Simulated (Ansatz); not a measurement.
Co, a slab with vacuum:

```xyz
7
Lattice="2.4706 0.0000 0.0000 -1.2353 2.1396 0.0000 0.0000 0.0000 27.1324" Properties=species:S:1:pos:R:3 pbc="T T T"
Co    0.0000    1.4264    7.5000
Co    0.0000    0.0000    9.5221
Co    1.2353    0.7132   11.5441
Co    0.0000    0.0000   13.5662
Co    0.0000    1.4264   15.5882
Co    0.0000    0.0000   17.6103
Co    1.2353    0.7132   19.6324
```

The cell isn't the ideal one: the (0 0 1) slab of Co, cut from the database cell, not relaxed.

Base run:

```yaml
Program: Ansatz 0.2.0
Functional: BLYP
Potentials_or_basis: Ansatz PAW
Cutoff: "420 eV (not typed: the program's choice for these potentials)"
k_mesh: 12 × 12 × 1
Occupations: fermi-dirac, width 0.05 eV
Spin: collinear spin, ferromagnetic start
Starting_moments: "[2.0, 2.0, 2.0, 2.0, 2.0, 2.0, 2.0] μB"
```

Its results: band gap on the k mesh none (metal or under the smearing width); net moment 11.63 μB per cell; site moments Co +1.78, +1.71, +1.69, +1.67 μB; largest force 0.335 eV/Å.

Task: The run is repeated on the same cell with these changes: functional from BLYP to r2SCAN; cutoff from 420 eV (not typed: the program's choice for these potentials) to 500 eV (not typed: the program's choice for these potentials). What comes out?

Result: Band gap on the k mesh none (metal or under the smearing width); net moment 12.46 μB per cell; site moments Co +2.00, +1.90, +1.88 μB; largest force 0.496 eV/Å.

Caveats: the PAW data sets come from PBE, with cores solved anew for the run's functional, which leaves a small shift of forces and pressure; the magnetic or orbital state may not be the lowest (some runs).
